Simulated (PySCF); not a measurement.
# The bond of MoBr, level by level

One table from this session's results is given with a row withheld; the runs are named, their logs left out.

The runs use PySCF 2.14.0; Mo def2-TZVPP with ECP28, Br def2-TZVPP, scalar-relativistic core potentials.

Set-up of the first run:

Settings of the job:

| Property | Result |
| --- | --- |
| atoms | Mo, Br |
| charge | 0 |
| basis | Mo def2-TZVPP with ECP28, Br def2-TZVPP |
| Hamiltonian | scalar-relativistic core potentials |
| basis functions | 104 |
| electrons treated | 49 |
| masses in u | 97.9054, 78.9183 |
| levels | PBE0, PBE, r²SCAN, revPBE, r²SCANh, B97-3, MN15, ωB97M-V, HF, MP2, SCS-MP2 |
| grid | 80 radial by 434 angular points |
| occupations | held fixed by the projection of orbital angular momentum |
| dissociation limit | Mo + Br, each in its ground configuration |
| starting distance in angstrom | 2.410 |
| values of 2S to try | 1, 3, 5, 7, 9 |

The run is started by

```console
$ OMP_NUM_THREADS=2 python dia.py task.json out
```

Steps of the session up to this table: Set-up; The PBE0 curve of the state that the search chose; Higher solutions at PBE0; PBE (GGA); r²SCAN; revPBE (GGA); r²SCANh (hybrid meta-GGA); B97-3 (global hybrid GGA); MN15; ωB97M-V (range-separated hybrid); UHF (mean field).

One of the session's tables, all rows but one given; the rest of the session is left out.

It belongs to the step «The curves together». Energy (eV) from each level's lowest point:

```
R (Å)    UHF  UHF-MP2  UHF-SCS-MP2    PBE  revPBE
2.101  1.684    0.996        1.098  0.998   1.060
2.199  0.876    0.407        0.474  0.416   0.458
2.296  0.386    0.105        0.142  0.114   0.139
2.370  0.170    0.011        0.029  0.017   0.029
2.443  0.049    0.000        0.000  0.000   0.000
2.516  0.000    0.049        0.032  0.041   0.030
2.614  0.014    0.180        0.142  0.159   0.133
2.736      ?        ?            ?      ?       ?
2.883  0.313    0.727        0.637  0.664   0.605
3.078  0.629    1.168        1.049  1.071   0.993
```

Estimate the missing values for R (Å) = 2.736.

Worked estimate for «UHF». A straight line through the neighbours (2.614, 0.014) and (2.883, 0.313) gives 0.014 + (0.313 − 0.014) × (2.736 − 2.614) / (2.883 − 2.614) = 0.150; a parabola fitted to 4 rows on both sides gives 0.127.

The run gave: UHF: 0.117; UHF-MP2: 0.408; UHF-SCS-MP2: 0.345; PBE: 0.368; revPBE: 0.327. In «UHF» the line misses by +0.033 and the parabola by +0.010.

Caveats from the session: The state is the lowest single determinant that the PBE0 search found; with open d or f shells the true ground state can be another one.
